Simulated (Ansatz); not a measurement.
# AsH5NSi: the cost of one run

Method: RKS PBE-D4/def2-TZVP, in Ansatz 0.2.0.

## (1) The system as given

Bond lengths: N1–As2 1.835 Å, As2–Si3 2.404 Å, N1–H4 1.016 Å, N1–H5 1.014 Å, As2–H6 1.503 Å, Si3–H7 1.474 Å, Si3–H8 1.473 Å. Angles: N1–As2–Si3 92.7°, N1–As2–H6 95.2°, Si3–As2–H6 88.7°, As2–N1–H4 112.8°, As2–N1–H5 114.2°, H4–N1–H5 106.7°, As2–Si3–H7 132.7°, As2–Si3–H8 121.7°, H7–Si3–H8 104.9°.

Structure file:

```xyz
8

N    -0.9119    0.7325   -0.9314
As   -0.6245    0.6687    0.8798
Si    0.8817   -1.1952    0.6895
H    -1.8446    0.4272   -1.1922
H    -0.7816    1.6508   -1.3409
H     0.5640    1.5877    0.8619
H     2.3244   -1.2884    0.4003
H     0.3926   -2.5831    0.6329
```

## (2) Relaxing end A

File input.yaml:

```yaml
crystal:
  periodic: [false, false, false]
  atoms:
    - { symbol: "N", position_ang: [-0.91185, 0.73245, -0.93141] }
    - { symbol: As, position_ang: [-0.62454, 0.66871, 0.87984] }
    - { symbol: Si, position_ang: [0.88165, -1.19521, 0.68955] }
    - { symbol: H, position_ang: [-1.84463, 0.42719, -1.19217] }
    - { symbol: H, position_ang: [-0.78164, 1.65076, -1.34085] }
    - { symbol: H, position_ang: [0.56401, 1.5877, 0.86185] }
    - { symbol: H, position_ang: [2.3244, -1.28844, 0.40031] }
    - { symbol: H, position_ang: [0.39261, -2.58315, 0.63288] }
total_charge: 1
basis:
  gaussian: { orbitals: def2-TZVP }
hamiltonian:
  xc: pbe
  dispersion: d4
relax:
  f_tol: 0.015
  max_steps: 40
```

On the command line:

```bash
> ansatz run input.yaml --threads 2 --pin off --max-ram 3072MiB --backend cpu --events-out ev --progress --plain --runs-dir out
```

Q: Estimate wall time and peak memory on 2 threads of Intel Xeon Platinum 8375C at 2.90GHz (Ice Lake), shared host.

About 25 s, with a peak of 0.18 GiB.
